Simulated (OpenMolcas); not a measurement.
# C2H6AlF (SMILES [CH3][Al]([CH3])[F]) at 6 levels

Wanted: a comparison of 6 runs (HF/3-21G, B2PLYP/def2-SVP, B3LYP/def2-SVP, PBE/def2-SVP, TPSS/def2-SVP, MP2/def2-SVP) of C2H6AlF. 

The results are computed with OpenMolcas 26.06.

## Step 1: The system as given

C2H6AlF: 10 atoms, total charge 0, spin state singlet. SMILES: `[CH3][Al]([CH3])[F]`. The shape is that of a PBE0-D4/def2-TZVP optimisation.

Bond lengths: C1–Al2 1.943 Å, Al2–C3 1.942 Å, Al2–F4 1.659 Å, C1–H5 1.092 Å, C1–H6 1.095 Å, C1–H7 1.095 Å, C3–H8 1.095 Å, C3–H9 1.093 Å, C3–H10 1.095 Å. Some angles: C1–Al2–C3 126.3°, C1–Al2–F4 117.4°, C3–Al2–F4 116.3°, Al2–C1–H5 112.4°, Al2–C1–H6 110.9°, Al2–C1–H7 111.1°, Al2–C3–H8 110.9°, Al2–C3–H9 112.6°, Al2–C3–H10 110.9°, H5–C1–H6 107.9°.

## Step 2: Energy and forces at HF/3-21G (run 1)

File run.input:

```
>>> EXPORT MOLCAS_PRINT=2
&GATEWAY
BASLIB = $CurrDir
COORD
10
angstrom
C       -0.566700       1.412600      -0.858500
Al      -0.288600      -0.445300      -0.364300
C        0.794700      -1.093100       1.112200
F       -1.047300      -1.600600      -1.281300
H       -1.184400       1.517100      -1.752900
H       -1.054000       1.963400      -0.046800
H        0.387100       1.917300      -1.043800
H        0.189400      -1.676700       1.813200
H        1.269800      -0.283800       1.672000
H        1.583200      -1.762300       0.753400
BASIS = 3-21G
GROUP = NoSym
&SEWARD
&SCF
THRESHOLDS = 1e-10 1e-07 1e-07 1e-05
PRORBITALS = 1 1
&ALASKA
```

The basis set 3-21G is read from a file made from the Basis Set Exchange's data (not shown).

Started as:

```sh
$ export MOLCAS_MEM=1860
$ pymolcas run.input > run.log
```

Output:

```text
--- Start Module: gateway ---
[...]
--- Stop Module: gateway /rc=_RC_ALL_IS_WELL_ ---
[...]
      Basis functions           52
[...]
--- Start Module: scf ---
[...]
       Convergence after  12 Iterations
[...]
::    Total SCF energy                               -418.3959713731
[...]
      Total spin, S                                     0.0000000000
[...]
      Total electronic charge=   40.000000
      Total            charge=   -0.000000
[...]
      Dipole Moment (debye):
      Origin of the operator (angstrom)=   -0.3124   -0.4854   -0.3909
                   X=  9.5394E-01               Y=  1.4396E+00               Z=  1.1547E+00           Total=  2.0774E+00
      Quadrupole Moment (debye*angstrom):
[...]
--- Stop Module: scf /rc=_RC_ALL_IS_WELL_ ---
--- Start Module: alaska ---
[...]
 *              Molecular gradients               *
 **************************************************
  Irreducible representation: a
 ------------------------------------------------------------------------------------------
                              X                       Y                       Z
 ------------------------------------------------------------------------------------------
  C1                1.05850128669827E-03   -1.31115692042538E-02    1.97843545511356E-03
  AL2               2.78092346073500E-03    3.85058690552142E-03    3.43038752730429E-03
  C3               -7.16333520839063E-03    4.88112804965302E-03   -9.78485409299257E-03
  F4                1.76208020350277E-03    2.90425624595692E-03    2.11091612041692E-03
  H5               -2.42838103846377E-03   -3.20147533384718E-04   -3.37912289008235E-03
  H6               -9.97265912030754E-04    1.35569610259001E-03    3.67918523266675E-03
  H7                3.82477605201048E-03    1.19896894747695E-03    3.57551908836129E-04
  H8               -2.74194611500778E-03   -2.03720477936598E-03    1.79998966164119E-03
[...]
--- Stop Module: alaska /rc=_RC_ALL_IS_WELL_ ---
[...]
```

It took 2.2 s on 1 thread of Arm Neoverse V2, shared host; peak memory 0.38 GiB.

## Step 3: The energy at B2PLYP/def2-SVP (run 2)

File job.inp:

```
&GATEWAY
BasLib=$CurrDir
Coord
10
bohr
C     -1.07090779     2.66942712    -1.62232988
Al    -0.54537496    -0.84149504    -0.68842723
C      1.50176535    -2.06565963     2.10175340
F     -1.97911017    -3.02469564    -2.42130608
H     -2.23819162     2.86690350    -3.31250092
H     -1.99177134     3.71028827    -0.08843918
H      0.73151298     3.62317190    -1.97249613
H      0.35791413    -3.16850379     3.42645141
H      2.39957423    -0.53630427     3.15962208
H      2.99181440    -3.33026435     1.42371966
Basis=def2-SVP
Group=NoSym
&SEWARD
GridInput
Grid=UltraFine
End of Grid
&SCF
KSDFT=B2PLYP_SCF
Thresholds=1e-10 1e-07 1e-07 1e-05
PrOrbitals=1
&MBPT2
Frozen=8
```

The basis set def2-SVP is read from a file made from the Basis Set Exchange's data (not shown).

Started as:

```sh
$ export MOLCAS_MEM=1860
$ pymolcas job.inp > job.log
```

Output:

```text
--- Start Module: gateway ---
[...]
--- Stop Module: gateway /rc=_RC_ALL_IS_WELL_ ---
[...]
      Basis functions           90
[...]
--- Start Module: scf ---
[...]
       Convergence after  13 Iterations
[...]
::    Total KS-DFT energy                            -421.5010122903
[...]
      Total spin, S                                     0.0000000000
[...]
      Total electronic charge=   40.000000
      Total            charge=   -0.000000
[...]
      Dipole Moment (debye):
      Origin of the operator (angstrom)=   -0.3124   -0.4854   -0.3909
                   X=  8.7055E-01               Y=  1.3167E+00               Z=  1.0528E+00           Total=  1.8974E+00
      Quadrupole Moment (debye*angstrom):
[...]
--- Stop Module: scf /rc=_RC_ALL_IS_WELL_ ---
[...]
--- Start Module: mbpt2 ---
[...]
 ###    WARNING: MP2 implementation intended for RHF references only         ###
 ###############################################################################
MBPT2 WARNING: Reference function according to RunFile:KS-DFT
I'll assume you know what you're doing and continue
WARNING!
Default frozen orbitals as non valence orbitals is overwritten by user input.
Default values:   5
[...]
       Reference weight ( Cref**2 )         =        0.79856
::    Total MBPT2 energy                             -422.1570266996
[...]
      Total MBPT2 calculations                           0.26      0.29
--- Stop Module: mbpt2 /rc=_RC_ALL_IS_WELL_ ---
[...]
```

It took 23 s on 1 thread of Arm Neoverse V2, shared host; peak memory 0.49 GiB.

Run 3 isn't shown in full; the table further down has it.

## Step 4: Energy and forces at PBE/def2-SVP (run 4)

File mol.xyz:

```xyz
10

C     -0.566700     1.412600    -0.858500
Al    -0.288600    -0.445300    -0.364300
C      0.794700    -1.093100     1.112200
F     -1.047300    -1.600600    -1.281300
H     -1.184400     1.517100    -1.752900
H     -1.054000     1.963400    -0.046800
H      0.387100     1.917300    -1.043800
H      0.189400    -1.676700     1.813200
H      1.269800    -0.283800     1.672000
H      1.583200    -1.762300     0.753400
```

File calc.input:

```
&GATEWAY
 BasLib = $CurrDir
 Coord = mol.xyz
 Basis = def2-SVP
 Group = NoSym

&SEWARD
 GridInput
 Grid=UltraFine
 End of Grid

&SCF
 KSDFT = PBE
 Thresholds = 1e-10 1e-07 1e-07 1e-05
 PrOrbitals = 1 1

&ALASKA
```

The basis set def2-SVP is read from a file made from the Basis Set Exchange's data (not shown).

Started as:

```sh
$ export MOLCAS_MEM=1860
$ pymolcas calc.input > calc.log
```

Output:

```text
--- Start Module: gateway ---
[...]
--- Stop Module: gateway /rc=_RC_ALL_IS_WELL_ ---
[...]
      Basis functions           90
[...]
--- Start Module: scf ---
[...]
       Convergence after  13 Iterations
[...]
::    Total KS-DFT energy                            -421.6149407664
[...]
      Total spin, S                                     0.0000000000
[...]
      Total electronic charge=   40.000000
      Total            charge=   -0.000000
[...]
      Dipole Moment (debye):
      Origin of the operator (angstrom)=   -0.3124   -0.4854   -0.3909
                   X=  8.0567E-01               Y=  1.2124E+00               Z=  9.7803E-01           Total=  1.7537E+00
      Quadrupole Moment (debye*angstrom):
[...]
--- Stop Module: scf /rc=_RC_ALL_IS_WELL_ ---
[...]
--- Start Module: alaska ---
[...]
 *              Molecular gradients               *
 **************************************************
  Irreducible representation: a
 ------------------------------------------------------------------------------------------
                              X                       Y                       Z
 ------------------------------------------------------------------------------------------
  C1               -8.79723278007338E-04    6.62891510306629E-03   -1.58382754303221E-03
  AL2              -6.17829090649380E-03   -9.28423251229038E-03   -7.56950193102357E-03
  C3                3.67571249127208E-03   -2.88692700402216E-03    5.08948828164346E-03
  F4                8.25141958034692E-03    1.24986275771803E-02    9.99201169128305E-03
  H5                6.13637950841639E-03   -1.19182726634792E-03    8.88424952037159E-03
  H6                4.64444556400667E-03   -5.19775029801028E-03   -7.75311038768045E-03
  H7               -9.18583093045022E-03   -4.86083656499225E-03    1.78552575269597E-03
  H8                5.87283269341077E-03    5.62287239518122E-03   -6.70249391778599E-03
[...]
--- Stop Module: alaska /rc=_RC_ALL_IS_WELL_ ---
[...]
```

Wall time 31 s (1 thread of Arm Neoverse V2, shared host); peak memory 0.49 GiB.

Run 5 isn't shown in full; the table further down has it.

## Step 5: A single-point energy at MP2/def2-SVP (run 6)

File calc.inp:

```
* C2H6AlF MP2

&GATEWAY
 BASLIB
 $CurrDir
 COORD
 10
 bohr
 C     -1.07090779     2.66942712    -1.62232988
 Al    -0.54537496    -0.84149504    -0.68842723
 C      1.50176535    -2.06565963     2.10175340
 F     -1.97911017    -3.02469564    -2.42130608
 H     -2.23819162     2.86690350    -3.31250092
 H     -1.99177134     3.71028827    -0.08843918
 H      0.73151298     3.62317190    -1.97249613
 H      0.35791413    -3.16850379     3.42645141
 H      2.39957423    -0.53630427     3.15962208
 H      2.99181440    -3.33026435     1.42371966
 BASIS
 def2-SVP
 GROUP
 NoSym

&SEWARD

&SCF
 THRESHOLDS
 1e-10 1e-07 1e-07 1e-05
 PRORBITALS
 1

&MBPT2
 FROZEN
 8
```

The basis set def2-SVP is read from a file made from the Basis Set Exchange's data (not shown).

Started as:

```sh
$ export MOLCAS_MEM=1860
$ pymolcas calc.inp > calc.log
```

Output:

```text
--- Start Module: gateway ---
[...]
--- Stop Module: gateway /rc=_RC_ALL_IS_WELL_ ---
[...]
      Basis functions           90
[...]
--- Start Module: scf ---
[...]
       Convergence after  12 Iterations
[...]
::    Total SCF energy                               -420.4633335053
[...]
      Total spin, S                                     0.0000000000
[...]
      Total electronic charge=   40.000000
      Total            charge=   -0.000000
[...]
      Dipole Moment (debye):
      Origin of the operator (angstrom)=   -0.3124   -0.4854   -0.3909
                   X=  9.0854E-01               Y=  1.3753E+00               Z=  1.0969E+00           Total=  1.9799E+00
      Quadrupole Moment (debye*angstrom):
[...]
--- Stop Module: scf /rc=_RC_ALL_IS_WELL_ ---
[...]
--- Start Module: mbpt2 ---
[...]
WARNING!
Default frozen orbitals as non valence orbitals is overwritten by user input.
Default values:   5
[...]
       Reference weight ( Cref**2 )         =        0.85835
::    Total MBPT2 energy                             -421.0052446861
[...]
      Total MBPT2 calculations                           0.25      0.28
--- Stop Module: mbpt2 /rc=_RC_ALL_IS_WELL_ ---
[...]
```

Run time: 5.7 s. Hardware: 1 thread of Arm Neoverse V2, shared host; peak memory 0.49 GiB.

## Step 6: All runs side by side

```tsv
run	level	task	frozen core orbitals	energy (Eh)	dipole moment (D) of the reference	HOMO energy (eV)	LUMO energy (eV)	wall time
1	HF/3-21G	gradient	–	-418.395971	2.08	-10.92	2.58	2.2 s
2	B2PLYP/def2-SVP	energy	8	-421.678136	1.90	-9.05	0.87	23 s
3	B3LYP/def2-SVP	gradient	–	-421.996614	1.81	-7.61	-0.39	31 s
4	PBE/def2-SVP	gradient	–	-421.614941	1.75	-6.51	-0.93	31 s
5	TPSS/def2-SVP	gradient	–	-422.011338	1.69	-6.63	-0.78	45 s
6	MP2/def2-SVP	energy	8	-421.005245	1.98	-11.08	2.63	5.7 s
```

## Step 7: Outcome

| quantity | value |
| --- | --- |
| run 6: total energy | -421.00524 Eh |
| run 6: dipole moment (mean-field density) | 1.98 D |
| run 6: HOMO energy (Hartree–Fock orbitals) | -11.08 eV |
| run 6: LUMO energy (Hartree–Fock orbitals) | 2.63 eV |
| run 6: HOMO–LUMO gap (Hartree–Fock orbitals) | 13.70 eV |
| run 6: correlation energy (8 core orbitals frozen) | -541.9 mEh |

In words: Over runs 1, 2, 3, 4, 5 the dipole moment (its size) runs from 1.69 D (TPSS/def2-SVP) to 2.08 D (HF/3-21G). The two ends differ in method and basis. Over runs 1, 2, 3, 4, 5 the HOMO–LUMO gap runs from 5.58 eV (PBE/def2-SVP) to 13.50 eV (HF/3-21G). For B2PLYP the log adds the whole second-order term; the table takes 0.27 of it, as the functional is defined. Totals of different functionals can't be ranked against each other. All runs together took 2.3 min, the longest 45 s.
